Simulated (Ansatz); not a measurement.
# SiGeH₆O₂: how energies converge with the basis set

Aim: see how fast density functionals converge with the basis set for SiGeH₆O₂.

Program: Ansatz 0.2.0, Gaussian basis. Level of theory: one geometry, several basis sets. These are calculated values, not measurements.

Levels to be run: PBE0-D4/def2-SVP; ωB97M-V/def2-SVP; PBE0-D4/def2-QZVPP; ωB97M-V/def2-QZVPP; the functionals' def2-TZVPP values are taken from earlier runs.

**1. Structure used throughout**

All runs share one geometry, relaxed beforehand with PBE0-D4/def2-TZVP.

SMILES `O[SiH2][O][GeH3]`, 10 atoms, charge 0, spin multiplicity 1.

Atoms are counted from 1 here; the program's logs count them from 0.

Bond lengths: O1–Si2 1.644 Å, O1–H5 0.958 Å, Si2–O3 1.628 Å, Si2–H6 1.484 Å, Si2–H7 1.482 Å, O3–Ge4 1.779 Å, Ge4–H8 1.536 Å, Ge4–H9 1.533 Å, Ge4–H10 1.538 Å. Angles: Si2–O1–H5 117.7°, O1–Si2–O3 112.9°, O1–Si2–H6 110.7°, O1–Si2–H7 104.1°, O3–Si2–H6 106.1°, O3–Si2–H7 110.8°, H6–Si2–H7 112.4°, Si2–O3–Ge4 133.2°, O3–Ge4–H8 108.0°, O3–Ge4–H9 105.7°, O3–Ge4–H10 108.6°, H8–Ge4–H9 111.4°, H8–Ge4–H10 111.2°, H9–Ge4–H10 111.7°.

**2. PBE0-D4 in def2-SVP**

The input, in.yaml:

```yaml
crystal:
  periodic: [false, false, false]
  atoms:
    - {symbol: O, position_ang: [-0.957040, 0.534300, -1.837007]}
    - {symbol: Si, position_ang: [-0.269605, 1.230989, -0.516561]}
    - {symbol: O, position_ang: [-0.183595, 0.224079, 0.759396]}
    - {symbol: Ge, position_ang: [0.677685, -1.306086, 1.047303]}
    - {symbol: H, position_ang: [-1.897208, 0.352534, -1.805933]}
    - {symbol: H, position_ang: [-1.065332, 2.399374, -0.065179]}
    - {symbol: H, position_ang: [1.086134, 1.615816, -0.975918]}
    - {symbol: H, position_ang: [-0.234980, -2.455391, 0.594712]}
    - {symbol: H, position_ang: [0.937524, -1.358047, 2.557236]}
    - {symbol: H, position_ang: [1.989317, -1.288868, 0.244948]}
basis:
  gaussian: {orbitals: def2-SVP}
hamiltonian: {xc: pbe0, dispersion: d4}
output: {orbitals: {seedname: orbitals}}
```

On the command line:

```bash
> ansatz run in.yaml --threads 4 --pin off --events-out ev --progress --plain --max-ram 10444MiB
```

Further steps of the session: ωB97M-V in def2-SVP; PBE0-D4 in def2-QZVPP; ωB97M-V in def2-QZVPP.

**Question.** What will the summary of the whole plan be? Wanted: PBE0-D4: double and triple zeta above quadruple; ωB97M-V: double and triple zeta above quadruple.

**Answer**, as computed:

| quantity | value |
| --- | --- |
| PBE0-D4: double and triple zeta above quadruple | 17.19, 1.77 eV |
| ωB97M-V: double and triple zeta above quadruple | 17.25, 1.71 eV |

**Reading.** PBE0-D4 gains 15.42 eV from double to triple zeta, then 1.77 eV more. Total energies overstate the basis error of differences, where much of it tends to cancel. The LUMO of ωB97M-V is positive and keeps falling with the basis (2.26 to 1.32 eV): an unbound level that the basis holds in place.
